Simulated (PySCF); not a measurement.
# H12Si5: the cost of one run

Programs: PySCF 2.14.0, with density-fitted response routines of our own. Each step states its level of theory. These are calculated values for one molecule in the gas phase, unless marked as measured. Atoms count from 0, in the outputs and in this text.

## (1) Starting geometry

17 atoms, charge 0, multiplicity 1; geometry from: GFN2-xTB. The atoms were then displaced at random by about 0.03 Å, so the start is not that level's minimum.

Bonds of the start (Å): Si0–Si1 2.35, Si1–Si2 2.36, Si1–Si3 2.25, Si1–Si4 2.34, Si0–H5 1.56, Si0–H6 1.43, Si0–H7 1.44, Si2–H8 1.56, Si2–H9 1.44, Si2–H10 1.42, Si3–H11 1.52, Si3–H12 1.43, Si3–H13 1.51, Si4–H14 1.46, Si4–H15 1.50, Si4–H16 1.49.

## (2) Relaxing the molecule at PBE0-D3(BJ)/def2-SVP

The job: settings as JSON, then the geometry in Å.

```
{"job": {"xc": "PBE0", "basis": "def2-SVP", "d3": "d3bj", "grid": 1, "shake": 0.03, "kind": "geom"}, "charge": 0, "multiplicity": 1}
Si    -0.076970    -1.130870    -2.079260
Si    -0.015850    -0.000220    -0.014490
Si    -0.199730     2.336700    -0.277420
Si    -1.672650    -0.723590     1.323200
Si     2.035830    -0.563140     0.970890
H     -0.710520    -0.187750    -3.149470
H     -0.955790    -2.254440    -2.041220
H      1.216670    -1.480710    -2.592820
H      0.916890     3.056390     0.537760
H     -1.412060     2.877020     0.281730
H     -0.054170     2.769390    -1.619520
H     -3.045570    -0.637820     0.666410
H     -1.701530    -2.099840     1.705680
H     -1.962480     0.050870     2.591080
H      2.544400    -1.868090     0.543810
H      3.092540     0.479530     0.738500
H      1.958450    -0.599970     2.455560
```

Run with:

```console
$ OMP_NUM_THREADS=1 python probes_run.py task.json out
```

The driver reads the jobs from task.json and runs them one after another.

**Question.** How long does this first job take on 1 thread of Intel Xeon Platinum 8375C at 2.90GHz, shared host, and how much memory does it need?

About 2.9 min, with a peak of 0.62 GiB.
